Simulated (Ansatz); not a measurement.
# Ga₂N radical: geometry and frequencies at several levels

The task, for Ga₂N radical: geometry and frequencies at several levels. Spin multiplicity 2.

Computed with Ansatz 0.2.0 (the levels named in each step, unless a step's input says otherwise).

**1. The structure to begin with**

Bond lengths: Ga1–N2 1.843 Å, N2–Ga3 1.842 Å. Angles: Ga1–N2–Ga3 180.0°.

As a file:

```xyz
3

Ga    0.0000    0.0000   -1.8425
N     0.0000    0.0000    0.0000
Ga    0.0000    0.0000    1.8425
```

**2. A rough first relaxation, PBE-D4/def2-SVP**

Input file input.yaml:

```yaml
crystal:
  periodic: [false, false, false]
  atoms:
    - { symbol: Ga, position_ang: [0.0, 0.0, -1.84249] }
    - { symbol: "N", position_ang: [0.0, 0.0, 1.0e-05] }
    - { symbol: Ga, position_ang: [0.0, 0.0, 1.84248] }
magnetization:
  spin_polarized: true
  initial_magnetization: 1
basis:
  gaussian: { orbitals: def2-SVP }
hamiltonian:
  xc: pbe
  dispersion: d4
relax:
  f_tol: 0.03
  max_steps: 200
```

Run with:

```bash
$ ansatz run input.yaml --threads 2 --pin off --max-ram 5120MiB --backend cpu --events-out ev --progress --plain --runs-dir out
```

The runs that follow: Relaxation, PBE0-D4/def2-TZVPP; Frequencies, PBE0-D4/def2-TZVPP; Relaxation, PBE-D4/def2-TZVPP; Frequencies, PBE-D4/def2-TZVPP; Relaxation, r2SCAN-D4/def2-TZVPP; Frequencies, r2SCAN-D4/def2-TZVPP; Relaxation, B3LYP-D4/def2-TZVPP; Frequencies, B3LYP-D4/def2-TZVPP; Relaxation, B2PLYP/def2-TZVPP.

Before running it: what results should come out? Wanted: Ga1–N2 at B2PLYP/def2-TZVPP; N2–Ga3 at B2PLYP/def2-TZVPP; frequencies at B3LYP-D4/def2-TZVPP.

As calculated:

```
                          quantity           value
       Ga1–N2 at B2PLYP/def2-TZVPP         1.782 Å
       N2–Ga3 at B2PLYP/def2-TZVPP         1.782 Å
frequencies at B3LYP-D4/def2-TZVPP  67 to 884 cm⁻¹
```

In words: The Ga–N distance spreads over 0.018 Å, from r2SCAN-D4/def2-TZVPP (shortest) to PBE-D4/def2-TZVPP. No mode is imaginary, so the geometry is a minimum.
